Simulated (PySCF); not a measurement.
**C2H6BFN (SMILES NB[CH]CF) at UTPSSh/cc-pVDZ**

What is the vertical ionisation energy of C2H6BFN at UTPSSh/cc-pVDZ? Input form: a Python script.

The calculation is run with PySCF 2.14.0.

### 1 Starting point

C2H6BFN has 11 atoms, charge 0, and is taken as a doublet. As SMILES, `NB[CH]CF`. Geometry: relaxed at GFN2-xTB. This is one conformer, not always the lowest.

Bond lengths: N1–B2 1.399 Å, B2–C3 1.519 Å, C3–C4 1.476 Å, C4–F5 1.373 Å, N1–H6 1.005 Å, N1–H7 1.006 Å, B2–H8 1.170 Å, C3–H9 1.084 Å, C4–H10 1.103 Å, C4–H11 1.103 Å. Some angles: N1–B2–C3 118.1°, B2–C3–C4 126.8°, C3–C4–F5 113.7°, N1–B2–H8 118.9°, C3–B2–H8 122.9°, B2–N1–H6 123.7°, B2–N1–H7 123.2°, B2–C3–H9 121.8°, C4–C3–H9 111.5°, C3–C4–H10 111.6°.

### 2 The energy at UTPSSh/cc-pVDZ

File run.py:

```python
# NB[CH]CF
from pyscf import gto, dft

system = gto.Mole()
system.atom = '''
N     -3.723479    -0.602785     1.367538
B     -1.384867    -1.199428     0.286331
C      0.548285     0.902722    -0.004195
C      3.101702     0.681586    -1.104469
F      3.662648    -1.698618    -1.973176
H     -5.111104    -1.869506     1.639205
H     -4.184893     1.146081     1.953315
H     -1.000704    -3.281453    -0.349524
H      0.165011     2.813953     0.624328
H      3.349105     1.961007    -2.731372
H      4.578277     1.146421     0.292019
'''
system.unit = 'bohr'
system.verbose = 4
system.basis = 'cc-pvdz'
system.max_memory = 1860
system.spin = 1
system.charge = 0
system.build()

mf = dft.UKS(system, xc='tpssh')
mf.grids.level = 0
mf.conv_tol = 1e-10
mf.kernel()
if not mf.converged:
    mf = mf.newton().run(mf.mo_coeff, mf.mo_occ)

etot = mf.e_tot
print(f'total energy: {etot:.8f} hartree')
```

Started as:

```sh
$ OMP_NUM_THREADS=1 python run.py
```

The log of the run:

```text
PySCF version 2.14.0

[INPUT] num. atoms = 11
[INPUT] num. electrons = 39
[INPUT] charge = 0
[INPUT] spin (= nelec alpha-beta = 2S) = 1
[INPUT] symmetry False subgroup None
[INPUT] Mole.unit = bohr
[INPUT] Symbol           X                Y                Z      unit          X                Y                Z       unit  Magmom
[INPUT]  1 N     -1.970380232139  -0.318980085084   0.723669944667 AA   -3.723479000000  -0.602785000000   1.367538000000 Bohr   0.0
[INPUT]  2 B     -0.732840056555  -0.634709963739   0.151519839980 AA   -1.384867000000  -1.199428000000   0.286331000000 Bohr   0.0
[INPUT]  3 C      0.290139927089   0.477699910196  -0.002219898400 AA    0.548285000000   0.902722000000  -0.004195000000 Bohr   0.0
[INPUT]  4 C      1.641350013465   0.360679778482  -0.584459824968 AA    3.101702000000   0.681586000000  -1.104469000000 Bohr   0.0
[INPUT]  5 F      1.938189853222  -0.898869935659  -1.044159772334 AA    3.662648000000  -1.698618000000  -1.973176000000 Bohr   0.0
[INPUT]  6 H     -2.704679759442  -0.989299970878   0.867429930026 AA   -5.111104000000  -1.869506000000   1.639205000000 Bohr   0.0
[INPUT]  7 H     -2.214550005739   0.606479947068   1.033649783748 AA   -4.184893000000   1.146081000000   1.953315000000 Bohr   0.0
[INPUT]  8 H     -0.529549751676  -1.736470146305  -0.184960135470 AA   -1.000704000000  -3.281453000000  -0.349524000000 Bohr   0.0
[INPUT]  9 H      0.087320060751   1.489079800200   0.330380149739 AA    0.165011000000   2.813953000000   0.624328000000 Bohr   0.0
[INPUT] 10 H      1.772270042978   1.037720214855  -1.445379816945 AA    3.349105000000   1.961007000000  -2.731372000000 Bohr   0.0
[INPUT] 11 H      2.422719853679   0.606659867320   0.154529799956 AA    4.578277000000   1.146421000000   0.292019000000 Bohr   0.0

nuclear repulsion = 156.713135444096
number of shells = 43
number of NR pGTOs = 172
number of NR cGTOs = 100
basis = cc-pvdz
ecp = {}

******** <class 'pyscf.dft.uks.UKS'> ********
method = UKS
initial guess = minao
damping factor = 0
level_shift factor = 0
DIIS = <class 'pyscf.scf.diis.CDIIS'>
diis_start_cycle = 1
diis_space = 8
diis_damp = 0
SCF conv_tol = 1e-10
SCF conv_tol_grad = None
SCF max_cycles = 50
direct_scf = True
direct_scf_tol = 1e-13
number electrons alpha = 20  beta = 19
XC library pyscf.dft.libxc version 7.0.0
    S. Lehtola, C. Steigemann, M. J.T. Oliveira, and M. A.L. Marques.,  SoftwareX 7, 1–5 (2018)
XC functionals = tpssh
radial grids:
    Treutler-Ahlrichs [JCP 102, 346 (1995); DOI:10.1063/1.469408] (M4) radial grids

becke partition: Becke, JCP 88, 2547 (1988); DOI:10.1063/1.454033
pruning grids: <function nwchem_prune>
grids dens level: 0
symmetrized grids: False
atomic radii adjust function: <function treutler_atomic_radii_adjust>
small_rho_cutoff = 0
Set gradient conv threshold to 1e-05
tot grids = 9128
init E= -259.608124630369
[... the frontier-level lines of each cycle are left out ...]


cycle= 1 E= -259.199753834905  delta_E= 0.408  |g|= 0.433  |ddm|= 2.12
cycle= 2 E= -259.132616445713  delta_E= 0.0671  |g|= 0.627  |ddm|= 0.925
cycle= 3 E= -259.278206403128  delta_E= -0.146  |g|= 0.0839  |ddm|= 0.569
cycle= 4 E= -259.281464885511  delta_E= -0.00326  |g|= 0.03  |ddm|= 0.0966
cycle= 5 E= -259.281923522233  delta_E= -0.000459  |g|= 0.0141  |ddm|= 0.0319
cycle= 6 E= -259.282012431424  delta_E= -8.89e-05  |g|= 0.00424  |ddm|= 0.0128
cycle= 7 E= -259.282022544772  delta_E= -1.01e-05  |g|= 0.00146  |ddm|= 0.00489
cycle= 8 E= -259.282023873929  delta_E= -1.33e-06  |g|= 0.000611  |ddm|= 0.00195
cycle= 9 E= -259.282024117638  delta_E= -2.44e-07  |g|= 9.67e-05  |ddm|= 0.000762
cycle= 10 E= -259.282024125747  delta_E= -8.11e-09  |g|= 4.87e-05  |ddm|= 0.000174
cycle= 11 E= -259.282024127108  delta_E= -1.36e-09  |g|= 2.14e-05  |ddm|= 6.94e-05
cycle= 12 E= -259.282024127283  delta_E= -1.75e-10  |g|= 1.37e-05  |ddm|= 2.93e-05
cycle= 13 E= -259.282024127349  delta_E= -6.58e-11  |g|= 5.48e-06  |ddm|= 1.34e-05
Extra cycle  E= -259.282024127326  delta_E= 2.29e-11  |g|= 9.33e-06  |ddm|= 1.09e-05
converged SCF energy = -259.282024127326  <S^2> = 0.75565034  2S+1 = 2.0056424
total energy: -259.28202413 hartree
```

Run time: 6.3 s. Hardware: 1 thread of Arm Neoverse V2, shared host; peak memory 0.26 GiB.

### 3 The singlet cation, same level

File calc.py:

```python
from pyscf import gto, dft

molecule = gto.Mole()
molecule.atom = '''
N     -3.723479    -0.602785     1.367538
B     -1.384867    -1.199428     0.286331
C      0.548285     0.902722    -0.004195
C      3.101702     0.681586    -1.104469
F      3.662648    -1.698618    -1.973176
H     -5.111104    -1.869506     1.639205
H     -4.184893     1.146081     1.953315
H     -1.000704    -3.281453    -0.349524
H      0.165011     2.813953     0.624328
H      3.349105     1.961007    -2.731372
H      4.578277     1.146421     0.292019
'''
molecule.verbose = 3
molecule.max_memory = 1860
molecule.unit = 'bohr'
molecule.spin = 0
molecule.charge = 1
molecule.basis = 'cc-pvdz'
molecule.build()

mf = dft.RKS(molecule, xc='tpssh')
mf.grids.level = 0
mf.conv_tol = 1e-10
mf.kernel()
if not mf.converged:
    mf = mf.newton().run(mf.mo_coeff, mf.mo_occ)

etot = mf.e_tot
print(f'total energy: {etot:.8f} hartree')
```

Started as:

```sh
$ OMP_NUM_THREADS=1 python calc.py
```

The log of the run:

```text
converged SCF energy = -258.983246500767
total energy: -258.98324650 hartree
```

Wall time 3.6 s (1 thread of Arm Neoverse V2, shared host); peak memory 0.26 GiB.

### 4 Outcome

Level: UTPSSh/cc-pVDZ.

| quantity | value |
| --- | --- |
| doublet C2H6BFN: total energy | -259.28202 Eh |
| doublet C2H6BFN: dipole moment | 3.09 D |
| doublet C2H6BFN: HOMO energy (highest over α and β) | -5.34 eV |
| doublet C2H6BFN: LUMO energy (lowest over α and β) | -2.53 eV |
| doublet C2H6BFN: ⟨S²⟩ | 0.756 |
| singlet cation: total energy | -258.98325 Eh |
| singlet cation: HOMO energy | -13.91 eV |
| singlet cation: LUMO energy | -10.78 eV |
| singlet cation: HOMO–LUMO gap | 3.13 eV |
| vertical ionisation energy (to the singlet cation) | 8.130 eV |

In words: The vertical ionisation energy comes to 8.13 eV (187 kcal/mol). Only the singlet of the ionised species was computed; a triplet could lie lower.
